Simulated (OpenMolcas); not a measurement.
**C9H12 (cumene): MP2/ANO-XS-VDZ (DKH2)**

Aim: the energy change on altering one bond length of C9H12 (cumene) at MP2/ANO-XS-VDZ (DKH2), from 2 runs. 

Program for the calculation: OpenMolcas 26.06.

## (1) The molecule

C9H12 has 21 atoms, charge 0, and is taken as a singlet. As SMILES, `CC(C)c1ccccc1`. Geometry: relaxed at GFN2-xTB. This is one conformer, not always the lowest.

Some bond lengths: C1–C2 1.530 Å, C2–C3 1.530 Å, C2–C4 1.509 Å, C4–C5 1.390 Å, C5–C6 1.383 Å, C6–C7 1.385 Å, C7–C8 1.383 Å, C4–C9 1.389 Å, C8–C9 1.384 Å, C1–H10 1.088 Å, C1–H11 1.087 Å, C1–H12 1.088 Å, C2–H13 1.096 Å, C3–H14 1.087 Å, C3–H15 1.088 Å, C3–H16 1.088 Å. Some angles: C1–C2–C3 110.8°, C1–C2–C4 110.8°, C3–C2–C4 110.9°, C2–C4–C5 121.2°, C2–C4–C9 120.4°, C5–C4–C9 118.4°, C4–C5–C6 120.8°, C5–C6–C7 120.2°, C6–C7–C8 119.5°, C7–C8–C9 120.1°.

## (2) The energy at MP2/ANO-XS-VDZ (DKH2)

Contents of job.inp:

```
&GATEWAY
Coord
21
angstrom
C        1.008430      -1.654360      -1.310380
C        0.836400      -1.120300       0.113150
C        0.072290      -2.123340       0.980030
C        0.142590       0.219960       0.103610
C       -1.148560       0.358610      -0.392590
C       -1.777090       1.590200      -0.398050
C       -1.124460       2.707970       0.093560
C        0.160620       2.583510       0.590020
C        0.786180       1.348820       0.593620
H        1.545130      -0.933200      -1.923140
H        0.042400      -1.843960      -1.771870
H        1.570940      -2.585500      -1.297830
H        1.833180      -0.984570       0.548480
H       -0.910300      -2.327010       0.561620
H        0.619770      -3.061570       1.041520
H       -0.058320      -1.731680       1.986660
H       -1.671870      -0.503320      -0.779500
H       -2.781280       1.679050      -0.787310
H       -1.616090       3.669750       0.089670
H        0.678720       3.449750       0.975560
H        1.791320       1.261180       0.983150
Basis
ANO-XS-VDZ
Group
NoSym
&SEWARD
Relativistic
R02E00
&SCF
PrOrbitals
1 1
&MBPT2
Frozen
9
```

Run with:

```sh
$ export MOLCAS_MEM=1860
$ pymolcas job.inp > job.log
```

What it wrote:

```text
--- Start Module: gateway ---
[...]
--- Stop Module: gateway /rc=_RC_ALL_IS_WELL_ ---
[...]
      Basis functions          105
[...]
--- Start Module: scf ---
[...]
       Convergence after  12 Iterations
[...]
::    Total SCF energy                               -347.8043919231
[...]
      Total spin, S                                     0.0000000000
[...]
      Total electronic charge=   66.000000
      Total            charge=   -0.000000
[...]
      Dipole Moment (debye):
      Origin of the operator (angstrom)=   -0.0955    0.3580    0.0341
                   X=  1.6247E-01               Y= -2.5590E-01               Z=  1.4066E-02           Total=  3.0345E-01
      Quadrupole Moment (debye*angstrom):
[...]
--- Stop Module: scf /rc=_RC_ALL_IS_WELL_ ---
[...]
--- Start Module: mbpt2 ---
[...]
WARNING!
Default frozen orbitals as non valence orbitals is overwritten by user input.
Default values:   9
[...]
       Reference weight ( Cref**2 )         =        0.75351
::    Total MBPT2 energy                             -348.5875934115
[...]
      Total MBPT2 calculations                           0.74      0.84
--- Stop Module: mbpt2 /rc=_RC_ALL_IS_WELL_ ---
[...]
```

It took 13 s on 1 thread of Intel Xeon Platinum 8488C (Sapphire Rapids), shared host; peak memory 0.61 GiB.

## (3) The distorted shape, same level

Contents of job.inp:

```
* C9H12 MP2
>>> EXPORT MOLCAS_PRINT=2

&GATEWAY
  Coord
  21
  angstrom
  C        0.003265      -1.566718      -1.699920
  C       -0.168765      -1.032658      -0.276390
  C       -0.932875      -2.035698       0.590490
  C       -0.862575       0.307602      -0.285930
  C       -2.153725       0.446252      -0.782130
  C       -2.782255       1.677842      -0.787590
  C       -2.129625       2.795612      -0.295980
  C       -0.844545       2.671152       0.200480
  C       -0.218985       1.436462       0.204080
  H        0.539965      -0.845558      -2.312680
  H       -0.962765      -1.756318      -2.161410
  H        0.565775      -2.497858      -1.687370
  H        0.828015      -0.896928       0.158940
  H       -1.915465      -2.239368       0.172080
  H       -0.385395      -2.973928       0.651980
  H       -1.063485      -1.644038       1.597120
  H       -2.677035      -0.415678      -1.169040
  H       -3.786445       1.766692      -1.176850
  H       -2.621255       3.757392      -0.299870
  H       -0.326445       3.537392       0.586020
  H        1.791320       1.261180       0.983150
  Basis = ANO-XS-VDZ
  Group = NoSym

&SEWARD
  Relativistic = R02E00

&SCF
  PrOrbitals = 1 1

&MBPT2
  Frozen = 9
```

Run with:

```sh
$ export MOLCAS_MEM=1860
$ pymolcas job.inp > job.log
```

What it wrote:

```text
--- Start Module: gateway ---
[...]
--- Stop Module: gateway /rc=_RC_ALL_IS_WELL_ ---
[...]
      Basis functions          105
[...]
--- Start Module: scf ---
[...]
       Convergence after  14 Iterations
[...]
::    Total SCF energy                               -347.6190318990
[...]
      Total spin, S                                     0.0000000000
[...]
      Total electronic charge=   66.000000
      Total            charge=   -0.000000
[...]
      Dipole Moment (debye):
      Origin of the operator (angstrom)=   -1.0923    0.4449   -0.3521
                   X= -1.4502E+00               Y= -1.2551E-01               Z= -6.1354E-01           Total=  1.5797E+00
      Quadrupole Moment (debye*angstrom):
[...]
--- Stop Module: scf /rc=_RC_ALL_IS_WELL_ ---
[...]
--- Start Module: mbpt2 ---
[...]
WARNING!
Default frozen orbitals as non valence orbitals is overwritten by user input.
Default values:   9
[...]
       Reference weight ( Cref**2 )         =        0.73012
::    Total MBPT2 energy                             -348.4373406605
[...]
      Total MBPT2 calculations                           0.71      0.82
--- Stop Module: mbpt2 /rc=_RC_ALL_IS_WELL_ ---
[...]
```

It took 15 s on 1 thread of Intel Xeon Platinum 8488C (Sapphire Rapids), shared host; peak memory 0.6 GiB.

## (4) What came out

Level: MP2/ANO-XS-VDZ (DKH2), 9 core orbitals frozen.

| quantity | value |
| --- | --- |
| first shape: total energy | -348.58759 Eh |
| first shape: dipole moment (mean-field density) | 0.30 D |
| first shape: HOMO energy (Hartree–Fock orbitals) | -8.90 eV |
| first shape: LUMO energy (Hartree–Fock orbitals) | 3.74 eV |
| first shape: HOMO–LUMO gap (Hartree–Fock orbitals) | 12.64 eV |
| first shape: correlation energy (9 core orbitals frozen) | -783.2 mEh |
| distorted shape: total energy | -348.43734 Eh |
| distorted shape: dipole moment (mean-field density) | 1.58 D |
| distorted shape: HOMO energy (Hartree–Fock orbitals) | -9.33 eV |
| distorted shape: LUMO energy (Hartree–Fock orbitals) | 1.30 eV |
| distorted shape: HOMO–LUMO gap (Hartree–Fock orbitals) | 10.63 eV |
| distorted shape: correlation energy (9 core orbitals frozen) | -818.3 mEh |
| energy change with the C9–H21 bond stretched from 1.082 to 2.163 Å | 4.089 eV |

In words: With the C9–H21 bond stretched from 1.082 to 2.163 Å the energy rises by 4.09 eV (94 kcal/mol). The first shape isn't relaxed at this level, so the change isn't measured from a minimum. A restricted reference can't describe the breaking bond well at this length. Mulliken charges (first shape) of the mean-field density run from -0.44 on C3 to +0.18 on H17. Mulliken charges (distorted shape) of the mean-field density run from -0.45 on C3 to +0.21 on H20; they depend strongly on the basis.
